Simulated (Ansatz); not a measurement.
# BRu5: the cost of one run

Method: DFT PBE, scalar-relativistic, plane waves, PAW, in Ansatz 0.2.0.

2 further runs of the same task are left out: 1 that didn't finish, 1 set aside as unsound or not needed.

## (1) The structure to begin with

Symmetry: P6/mmm, No. 191, hexagonal system. Conventional cell: a = 4.036 Å, b = 4.036 Å, c = 5.478 Å, α = 90.00°, β = 90.00°, γ = 120.00°. B (site symmetry 6/mmm) is surrounded by 14 Ru at 2.74 to 2.84 Å. Ru (site symmetry 3m) has 7 Ru at 2.24 to 2.58 Å and 3 B at 2.84 Å as nearest neighbours. Around Ru (site symmetry 6/mmm) lie 12 Ru at 2.58 Å and 2 B at 2.74 Å.

Coordinates:

```xyz
6
Lattice="4.0357 0.0000 0.0000 -2.0178 3.4950 0.0000 0.0000 0.0000 5.4782" Properties=species:S:1:pos:R:3 pbc="T T T"
B     0.0000    0.0000    2.7391
Ru    2.0178    1.1650    4.3607
Ru    0.0000    0.0000    0.0000
Ru    2.0178    1.1650    1.1176
Ru    0.0000    2.3300    1.1176
Ru    0.0000    2.3300    4.3607
```

Recipe of the guess: species swapped into a database cell of BaSn5 (P6/mmm, No. 191), with B on the Ba sites and Ru on the Sn sites. Lengths come from tabulated atomic sizes and are only a guess.

## (2) A first look at the guess

input.yaml

```yaml
crystal:
  lattice:
    - [4.0356864, 0.0, 0.0]
    - [-2.0178432, 3.49500694, 0.0]
    - [0.0, 0.0, 5.47824562]
  atoms:
    - { symbol: B, position: [0.0, 0.0, 0.5] }
    - { symbol: Ru, position: [0.66666667, 0.33333333, 0.79599494] }
    - { symbol: Ru, position: [0.0, 0.0, 0.0] }
    - { symbol: Ru, position: [0.66666667, 0.33333333, 0.20400506] }
    - { symbol: Ru, position: [0.33333333, 0.66666667, 0.20400506] }
    - { symbol: Ru, position: [0.33333333, 0.66666667, 0.79599494] }
basis:
  ecutwfc: 420
kpoints:
  mp_grid: { grid: [6, 6, 4] }
hamiltonian:
  xc: pbe
scf:
  occupations: { method: gaussian, width: 0.1 }
  lower_state_search: "off"
output:
  forces: true
  stress: true
  eigenvalues: true
```

On the command line:

```console
$ ansatz run input.yaml --threads 1 --pin off --max-ram 2560MiB --backend cpu --events-out ev --progress --plain --runs-dir out
```

Q: Estimate wall time and peak memory on 1 thread of Intel Xeon at 2.70GHz, shared host.

About 7.3 s, with a peak of 0.38 GiB.
